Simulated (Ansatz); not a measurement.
# CH₆O₂Si₂: how energies converge with the basis set

An exercise on one series of results from a longer session: the logs are not shown, and one member is left open.

The runs use Ansatz 0.2.0, Gaussian basis; one geometry, several basis sets.

Plan: PBE0-D4/def2-SVP; ωB97M-V/def2-SVP; PBE0-D4/def2-QZVPP; ωB97M-V/def2-QZVPP; the functionals' def2-TZVPP values are taken from earlier runs.

**The relaxed structure**

An earlier PBE0-D4 in a triple-zeta def2 set relaxation fixed the geometry.

SMILES `C1O[SiH2]O[SiH2]1`, 11 atoms, charge 0, spin multiplicity 1.

Atoms are counted from 1 here; the program's logs count them from 0.

Bond lengths: C1–O2 1.432 Å, C1–Si5 1.912 Å, C1–H6 1.094 Å, C1–H7 1.094 Å, O2–Si3 1.649 Å, Si3–O4 1.650 Å, Si3–H8 1.482 Å, Si3–H9 1.482 Å, O4–Si5 1.655 Å, Si5–H10 1.485 Å, Si5–H11 1.485 Å. Angles: O2–C1–Si5 106.8°, O2–C1–H6 108.9°, O2–C1–H7 108.8°, Si5–C1–H6 112.4°, Si5–C1–H7 112.5°, H6–C1–H7 107.3°, C1–O2–Si3 117.7°, O2–Si3–O4 102.9°, O2–Si3–H8 111.0°, O2–Si3–H9 110.8°, O4–Si3–H8 110.7°, O4–Si3–H9 110.8°, H8–Si3–H9 110.4°, Si3–O4–Si5 114.2°, C1–Si5–O4 98.4°, C1–Si5–H10 113.6°, C1–Si5–H11 113.6°, O4–Si5–H10 110.8° and more.

Set-up of the first run:

Input file in.yaml:

```yaml
crystal:
  periodic: [false, false, false]
  atoms:
    - {symbol: C, position_ang: [0.638694, 1.100596, 0.169424]}
    - {symbol: O, position_ang: [-0.640273, 0.943704, 0.794898]}
    - {symbol: Si, position_ang: [-1.429390, -0.488056, 0.577557]}
    - {symbol: O, position_ang: [-0.399564, -1.332704, -0.395704]}
    - {symbol: Si, position_ang: [0.985205, -0.516523, -0.789544]}
    - {symbol: H, position_ang: [1.389464, 1.297467, 0.941086]}
    - {symbol: H, position_ang: [0.606718, 1.976614, -0.485607]}
    - {symbol: H, position_ang: [-1.622725, -1.188398, 1.869229]}
    - {symbol: H, position_ang: [-2.733121, -0.274552, -0.093519]}
    - {symbol: H, position_ang: [1.086001, -0.327068, -2.258800]}
    - {symbol: H, position_ang: [2.184290, -1.248282, -0.308419]}
basis:
  gaussian: {orbitals: def2-SVP}
hamiltonian: {xc: pbe0, dispersion: d4}
output: {orbitals: {seedname: orbitals}}
```

Among the steps run: PBE0-D4 in def2-SVP; ωB97M-V in def2-SVP; PBE0-D4 in def2-QZVPP; ωB97M-V in def2-QZVPP.

One table of the session follows, with a row left open; its other results are not shown here.

It belongs to the step «Density functionals: the series». 

```
functional       basis  HOMO (eV)  LUMO (eV)
   PBE0-D4    def2-SVP      -8.09       0.42
   PBE0-D4  def2-TZVPP      -8.20      -0.07
   PBE0-D4  def2-QZVPP      -8.23      -0.23
   ωB97M-V    def2-SVP     -10.39       2.35
   ωB97M-V  def2-TZVPP     -10.53       1.60
   ωB97M-V  def2-QZVPP          ?          ?
```

Q: Estimate the row for ωB97M-V, def2-QZVPP from the others.

**Answer.** HOMO (eV): -10.56; LUMO (eV): 1.24. In the column «HOMO (eV)» it is the lowest.
